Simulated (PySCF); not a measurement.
# EuH9N3 (Eu(NH3)33+): the cost of one run

Program: PySCF 2.14.0. Level of theory: several levels, as the steps say, no spin–orbit coupling. These are calculated values, not measurements.

### 1 Where the work starts

13 atoms, charge 3, spin multiplicity 1.

Bond lengths: Eu1–N2 2.451 Å, Eu1–N6 2.451 Å, Eu1–N10 2.451 Å, N2–H3 1.048 Å, N2–H4 1.047 Å, N2–H5 1.047 Å, N6–H7 1.048 Å, N6–H8 1.047 Å, N6–H9 1.047 Å, N10–H11 1.048 Å, N10–H12 1.047 Å, N10–H13 1.047 Å. Angles: N2–Eu1–N6 111.2°, N2–Eu1–N10 111.2°, N6–Eu1–N10 111.2°, Eu1–N2–H3 114.8°, Eu1–N2–H4 116.5°, Eu1–N2–H5 115.7°, H3–N2–H4 102.6°, H3–N2–H5 102.6°, H4–N2–H5 102.7°, Eu1–N6–H7 114.8°, Eu1–N6–H8 116.5°, Eu1–N6–H9 115.7°, H7–N6–H8 102.6°, H7–N6–H9 102.6°, H8–N6–H9 102.7°, Eu1–N10–H11 114.8°, Eu1–N10–H12 116.5°, Eu1–N10–H13 115.7° and more.

Geometry (Å):

| atom | x (Å) | y (Å) | z (Å) |
| --- | --- | --- | --- |
| Eu1 | 0.0000 | 0.0000 | 0.7560 |
| N2 | 2.3349 | -0.0004 | 0.0096 |
| H3 | 3.0306 | -0.2796 | 0.7422 |
| H4 | 2.5715 | -0.6404 | -0.7847 |
| H5 | 2.7072 | 0.9216 | -0.3183 |
| N6 | -1.1671 | 2.0222 | 0.0096 |
| H7 | -1.2732 | 2.7644 | 0.7422 |
| H8 | -0.7312 | 2.5471 | -0.7847 |
| H9 | -2.1517 | 1.8837 | -0.3183 |
| N10 | -1.1678 | -2.0219 | 0.0096 |
| H11 | -1.7574 | -2.4848 | 0.7422 |
| H12 | -1.8403 | -1.9068 | -0.7847 |
| H13 | -0.5555 | -2.8053 | -0.3183 |

Formal oxidation states: Eu +3. Each metal's 6 4f electrons lie in its core potential, so multiplicities, spins and levels count the valence alone. An earlier session relaxed this geometry at BP86, Eu lcecp-1-SVP with ECP52, N def2-SVP, H def2-SVP (singlet, point group C3).

At BP86 on the finer grid: E = -203.902870 Eh, HOMO -22.93 eV, LUMO -17.18 eV, Mulliken charge on Eu1 +1.73 e, largest force component 0.007 eV/Å. 

Levels to run: PBE0; wB97X; TPSS; HF; BP86, TZVP. Hardware: 2 threads of Intel Xeon Platinum 8488C (Sapphire Rapids), shared host.

### 2 PBE0

run.py (the lines that set the calculation) reads:

```python
mol = gto.M(atom='''
Eu     0.00000     0.00000     0.75601
N      2.33486    -0.00037     0.00961
H      3.03064    -0.27955     0.74221
H      2.57145    -0.64036    -0.78470
H      2.70721     0.92162    -0.31828
N     -1.16711     2.02223     0.00961
H     -1.27322     2.76439     0.74221
H     -0.73116     2.54712    -0.78470
H     -2.15175     1.88370    -0.31828
N     -1.16775    -2.02186     0.00961
H     -1.75742    -2.48483     0.74221
H     -1.84029    -1.90676    -0.78470
H     -0.55546    -2.80532    -0.31828''',
    basis={'Eu': 'lcecp-1-SVP', 'N': 'def2-SVP', 'H': 'def2-SVP'},
    ecp={'Eu': 'lcecp-1-SVP'},
    charge=3, spin=0)
mf = dft.RKS(mol, xc='PBE0')
mf.grids.atom_grid = (75, 302)  # f atoms: unpruned, at least (60, 302)
mf = mf.density_fit()  # fitting sets: Eu AutoAux, N def2-universal-JKFIT, H def2-universal-JKFIT
mf.conv_tol = 1e-08; mf.max_cycle = 55
mf.kernel(dm0)  # dm0: the density of the relaxed state
```

The run is started by

```sh
> OMP_NUM_THREADS=2 python run.py
```

**Question.** How long does this run take on 2 threads of Intel Xeon Platinum 8488C (Sapphire Rapids), shared host?

About 8.1 s.
